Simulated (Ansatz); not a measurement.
# Be5Ir: the cost of one run

Program: Ansatz 0.2.0. Level of theory: DFT PBE, scalar-relativistic, plane waves, PAW. These are calculated values, not measurements.

1 further run of the same task is left out (it didn't finish). Runs told in other sessions of the task aren't counted.

**1. The structure to begin with**

Symmetry: P6/mmm, No. 191, hexagonal system. Conventional cell: a = 4.254 Å, b = 4.254 Å, c = 3.433 Å, α = 90.00°, β = 90.00°, γ = 120.00°. Be (site symmetry -6m2) has 9 Be at 2.11 to 2.46 Å and 3 Ir at 2.46 Å in its first shell of neighbours. Around Be (site symmetry mmm) lie 8 Be at 2.11 to 2.13 Å. Ir (site symmetry 6/mmm) is surrounded by 18 Be at 2.46 to 2.73 Å.

Structure file:

```cif
data_structure
_symmetry_space_group_name_H-M 'P 1'
_symmetry_Int_Tables_number 1
_cell_length_a 4.2540
_cell_length_b 4.2540
_cell_length_c 3.4327
_cell_angle_alpha 90.000
_cell_angle_beta 90.000
_cell_angle_gamma 120.000
_cell_volume 53.80
loop_
_atom_site_label
_atom_site_type_symbol
_atom_site_fract_x
_atom_site_fract_y
_atom_site_fract_z
_atom_site_occupancy
Be1 Be 0.33333 0.66667 0.00000 1
Be2 Be 0.66667 0.33333 0.00000 1
Be3 Be 0.50000 0.00000 0.50000 1
Be4 Be 0.50000 0.50000 0.50000 1
Be5 Be 0.00000 0.50000 0.50000 1
Ir1 Ir 0.00000 0.00000 0.00000 1
```

A structure generator made this guess: species swapped into a database cell of ErCo5 (P6/mmm, No. 191), with Ir on the Er sites and Be on the Co sites. Lengths come from tabulated atomic sizes and are only a guess.

**2. A first look at the guess**

input.yaml reads:

```yaml
crystal:
  lattice:
    - [4.25403687, 0.0, 0.0]
    - [-2.12701844, 3.684104, 0.0]
    - [0.0, 0.0, 3.43268721]
  atoms:
    - { symbol: Be, position: [0.33333333, 0.66666667, 0.0] }
    - { symbol: Be, position: [0.66666667, 0.33333333, 0.0] }
    - { symbol: Be, position: [0.5, 0.0, 0.5] }
    - { symbol: Be, position: [0.5, 0.5, 0.5] }
    - { symbol: Be, position: [0.0, 0.5, 0.5] }
    - { symbol: Ir, position: [0.0, 0.0, 0.0] }
basis:
  ecutwfc: 420
kpoints:
  mp_grid: { grid: [6, 6, 6] }
hamiltonian:
  xc: pbe
scf:
  occupations: { method: gaussian, width: 0.1 }
  lower_state_search: "off"
output:
  forces: true
  stress: true
  eigenvalues: true
```

Command:

```sh
$ ansatz run input.yaml --threads 1 --pin off --max-ram 2560MiB --backend cpu --events-out ev --progress --plain --runs-dir out
```

What time and memory should one allow on 1 thread of Intel Xeon at 2.80GHz (Skylake/Cascade Lake), shared host?

About 6.4 s, with a peak of 0.38 GiB.
